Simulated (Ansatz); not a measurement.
## Ge3Pd, space group Pm-3m: a charge-density difference against the sublattices, step by step

Computed with Ansatz 0.2.0, Python API.

At the Python prompt:
```pycon
>>> import warnings
>>> import ansatz as az
>>> import numpy as np
>>> VECTORS = np.array([
...     [4.14202, 0.0, 0.0],
...     [0.0, 4.14202, 0.0],
...     [0.0, 0.0, 4.14202],
... ])
>>> SITES = [
...     ('Ge', [0.0, 0.5, 0.5]),
...     ('Ge', [0.5, 0.0, 0.5]),
...     ('Ge', [0.5, 0.5, 0.0]),
...     ('Pd', [0.0, 0.0, 0.0]),
... ]
>>> def make_crystal(cell):
...     crystal = az.Crystal(lattice=az.Lattice.of(cell))
...     for symbol, position in SITES:
...         crystal = crystal.atom(symbol, position)
...     return crystal
...
>>> warnings.simplefilter('ignore', az.DeckWarning)
>>> def solve(crystal):
...     return (
...         crystal.calculation()
...         .functional('LDA')
...         .occupations('fermi_dirac', width=20 * az.meV)
...         .initial_density(normalization='atom')
...         .scf(tolerance=1e-08)
...         .basis(460, grid_basis='typed')
...         .kpoints(6, 6, 6)
...         .density()
...         .run(threads=1)
...     )
...
>>> whole = solve(make_crystal(VECTORS))

>>> difference = whole.density().channels[0].density_e_per_ang3.copy()
>>> binding = whole.report['free_energy_ev']
>>> for element in ['Ge', 'Pd']:
...     part = az.Crystal(lattice=az.Lattice.of(VECTORS))
...     for symbol, position in SITES:
...         if symbol == element:
...             part = part.atom(symbol, position)
...     alone = solve(part)
...     difference -= alone.density().channels[0].density_e_per_ang3
...     binding -= alone.report['free_energy_ev']
...     print(f'{element} sublattice: {alone.report["n_electrons"]:g} electrons, {alone.report["n_iterations"]} iterations')
...
Ge sublattice: 42 electrons, 8 iterations
Pd sublattice: 18 electrons, 9 iterations
>>> voxel = abs(np.linalg.det(VECTORS)) / difference.size
>>> print(f'energy of the crystal less its unpolarised sublattices: {binding / len(SITES):.4f} eV/atom')
energy of the crystal less its unpolarised sublattices: -1.3229 eV/atom
>>> print(f'net charge of the difference {difference.sum() * voxel:.5f} e, charge moved {0.5 * np.abs(difference).sum() * voxel:.3f} e')
net charge of the difference -0.00000 e, charge moved 0.453 e
>>> print(f'extremes {difference.min():.4f} and {difference.max():.4f} e/A^3')
extremes -0.2146 and 0.1041 e/A^3
>>> for (symbol, position) in SITES:
...     index = tuple(int(round(p * n)) % n for p, n in zip(position, difference.shape))
...     print(f'  change of the pseudo-density at the grid point nearest {symbol}: {difference[index]:+.4f} e/A^3')
...
  change of the pseudo-density at the grid point nearest Ge: -0.0193 e/A^3
  change of the pseudo-density at the grid point nearest Ge: -0.0193 e/A^3
  change of the pseudo-density at the grid point nearest Ge: -0.0193 e/A^3
  change of the pseudo-density at the grid point nearest Pd: +0.0751 e/A^3
>>> profile = difference.mean(axis=(0, 1))
>>> print('planar mean along the third vector:', np.round(profile[:: max(len(profile) // 12, 1)], 4))
planar mean along the third vector: [ 0.0053 -0.0061 -0.0029  0.0043  0.0062  0.0032 -0.0017 -0.0057 -0.0057
 -0.0017  0.0032  0.0062  0.0043 -0.0029 -0.0061]
```

What to keep in mind:
- These settings explore the input space; cutoff and mesh may be short of convergence.
- For a metal this k-point mesh is coarse: on a finer one energies can move by several to tens of meV an atom and pressures by half a GPa or more, differences at one mesh by less.
- Grid values close to the nuclei reflect the PAW or pseudopotential construction, not the all-electron fields.
- The structure comes from a database of computed cells and needn't be a stable or known phase.
- Charge moved counts every rearrangement, bonding and polarisation too, and is no transfer between atoms; the bare sublattices are artificial references. Values near the nuclei depend on the potentials.
- The whole script took 4.6 s on 1 thread of AMD EPYC 7R43 64-Core Processor (Zen 3), with other jobs on the host, peak memory 0.42 GiB.

(Lines on the test bed's own set-up are left out of the output.)
